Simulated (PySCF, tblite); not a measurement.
**C7H10N2O: geometry, infrared bands and NMR shifts**

What infrared bands and NMR shifts should C7H10N2O (`CCc1nnc(C2CC2)o1`) show?

Programs: tblite 0.8.0 and PySCF 2.14.0, with density-fitted response routines of our own. Each step states its level of theory. These are calculated values for one molecule in the gas phase, unless marked as measured. Atoms count from 0, in the outputs and in this text.

### 1 The starting structure

20 atoms, charge 0, multiplicity 1; geometry from: force field or distance geometry start.

Bonds of the start (Å): C0–C1 1.51, C1–C2 1.51, C2–N3 1.36, N3–N4 1.33, N4–C5 1.33, C5–C6 1.48, C6–C7 1.51, C7–C8 1.52, C5–O9 1.32, O9–C2 1.30, C8–C6 1.49, C0–H10 1.10, C0–H11 1.10, C0–H12 1.11, C1–H13 1.13, C1–H14 1.11, C6–H15 1.13, C7–H16 1.13, C7–H17 1.09, C8–H18 1.12, C8–H19 1.10.

### 2 Optimising the geometry with GFN2-xTB

The job: settings as JSON, then the geometry in Å.

```
{"job": {"kind": "relax", "xc": "GFN2-xTB", "basis": "xTB"}, "charge": 0, "multiplicity": 1}
C     -3.679200     0.163500    -0.842600
C     -2.737700     0.171700     0.342800
C     -1.294100     0.089300    -0.087400
N     -0.839400     0.038100    -1.372000
N      0.481900    -0.022800    -1.264200
C      0.812900     0.008100     0.019000
C      2.170200    -0.024500     0.599400
C      3.223400    -0.948200     0.034600
C      3.355300     0.559600    -0.091400
O     -0.292100     0.077700     0.742600
H     -4.173800     1.137000    -0.950000
H     -3.029600     0.008800    -1.719800
H     -4.457500    -0.624300    -0.729600
H     -2.986300    -0.779000     0.904800
H     -2.958200     1.057500     0.966000
H      2.183400     0.010700     1.732200
H      2.982100    -1.433100    -0.955800
H      3.805700    -1.495000     0.777300
H      4.137800     1.003300     0.575300
H      3.290100     1.012300    -1.093900
```

Launch:

```bash
> OMP_NUM_THREADS=1 python probes_run.py task.json out
```

This one command runs all jobs of the session in turn.

**Question.** This job is followed by: GFN2-xTB harmonic vibrations, gas phase; GIAO PBE0/pcSseg-1 NMR shielding, non-relativistic, gas phase. Predict these results of the whole session: strongest single infrared mode (GFN2-xTB); zero-point energy (GFN2-xTB); 13C shifts against TMS (PBE0/pcSseg-1, means over atoms taken as alike); 1H shifts against TMS (PBE0/pcSseg-1, means over atoms taken as alike); 15N shifts against NH3 (PBE0/pcSseg-1); 17O shifts against H2O (PBE0/pcSseg-1).

As calculated:

| quantity | value |
| --- | --- |
| strongest single infrared mode (GFN2-xTB) | 1569 cm⁻¹, 82 km/mol |
| zero-point energy (GFN2-xTB) | 101.8 kcal/mol |
| 13C shifts against TMS (PBE0/pcSseg-1, means over atoms taken as alike) | 177.9, 172.3, 23.3, 13.8, 11.2, 9.6 ppm |
| 1H shifts against TMS (PBE0/pcSseg-1, means over atoms taken as alike) | 2.82, 1.87, 1.59, 1.32, 1.11 ppm |
| 15N shifts against NH3 (PBE0/pcSseg-1) | 338.5, 326.5 ppm |
| 17O shifts against H2O (PBE0/pcSseg-1) | 335.0 ppm |

What this shows: Over 87 steps the energy fell by 0.682 eV; of the close pairs, C2–N3 changed most, 1.364 to 1.289 Å. All 54 modes are real, so the xTB geometry is a minimum. The strongest single mode, at 1569 cm⁻¹, moves mainly C5. GFN2-xTB is a fitted tight-binding method: band positions and strengths are rough. Its intensities can rank the bands wrongly. The most deshielded hydrogen is H13, H14 (mean) (hydrogen on an sp3 CH2 on an aromatic ring), at 2.82 ppm: benzylic-type position, deshielded by the ring. NICS(1)zz of -24 ppm above the planar ring from C2 marks a diatropic (aromatic) ring current.
